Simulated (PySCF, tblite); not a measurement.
# C₆H₅OS radical: geometry, infrared bands and EPR parameters

What infrared bands and EPR parameters should C₆H₅OS radical (`[CH2]c1ccc(C=O)s1`) show?

Computed with tblite 0.8.0 and PySCF 2.14.0, with density-fitted response routines of our own, on a single molecule in the gas phase. Atoms count from 0, in the outputs and in this text.

### 1 The starting structure

13 atoms, charge 0, multiplicity 2; geometry from: force field or distance geometry start.

Bonds of the start (Å): C0–C1 1.52, C1–C2 1.37, C2–C3 1.36, C3–C4 1.34, C4–C5 1.48, C5–O6 1.27, C4–S7 1.82, S7–C1 1.62, C0–H8 1.10, C0–H9 1.12, C2–H10 1.10, C3–H11 1.12, C5–H12 1.08.

### 2 Geometry optimisation with GFN2-xTB

The job: settings as JSON, then the geometry in Å.

```
{"job": {"kind": "relax", "xc": "GFN2-xTB", "basis": "xTB"}, "charge": 0, "multiplicity": 2}
C      2.809500     0.283100    -0.013300
C      1.298100     0.134300    -0.008800
C      0.653300    -1.051900     0.218300
C     -0.707400    -0.957600     0.176400
C     -1.221200     0.260100    -0.043300
C     -2.668200     0.573400    -0.127300
O     -3.013400     1.770000    -0.356000
S      0.236300     1.332200    -0.231000
H      3.093500     1.107300     0.652300
H      3.105000     0.581200    -1.047000
H      1.192100    -1.989700     0.395500
H     -1.357100    -1.855300     0.346200
H     -3.424900    -0.186600     0.020300
```

On the command line:

```sh
> OMP_NUM_THREADS=1 python probes_run.py task.json out
```

This one command runs all jobs of the session in turn.

**Question.** This job is followed by: GFN2-xTB harmonic vibrations, gas phase; UKS B3LYP, pcH-1 on C H O S, non-relativistic, mean-field spin-orbit, GIAO. What will the session give for the following? strongest single infrared mode (GFN2-xTB); zero-point energy (GFN2-xTB); g(iso) (B3LYP); ⟨S²⟩; largest a(iso) (averaged by class); potential on the surface of density 0.002 e/bohr³, 1st and 99th percentile.

The runs gave:

| quantity | value |
| --- | --- |
| strongest single infrared mode (GFN2-xTB) | 1680 cm⁻¹, 506 km/mol |
| zero-point energy (GFN2-xTB) | 55.3 kcal/mol |
| g(iso) (B3LYP) | 2.00449 |
| ⟨S²⟩ | 0.783 (exact 0.75) |
| largest a(iso) (averaged by class) | 13C on C0, 44.3 MHz |
| potential on the surface of density 0.002 e/bohr³, 1st and 99th percentile | -1.78 V and 1.38 V |

Relaxing lowered the energy by 2.258 eV in 66 steps; the close pair that moved most is C0–C1, from 1.519 to 1.350 Å. All 33 modes are real, so the xTB geometry is a minimum. The strongest single mode, at 1680 cm⁻¹, moves mainly C5 and O6. Unscaled tight-binding wavenumbers are off by several per cent, some by more. Its intensities can rank the bands wrongly. C0 carries the largest spin population, 0.56 e. The isotropic g lies 2.2 ppt above the free-electron value. The conformer search found further structures of the same energy, which may be mirror or relabelled copies of this one.
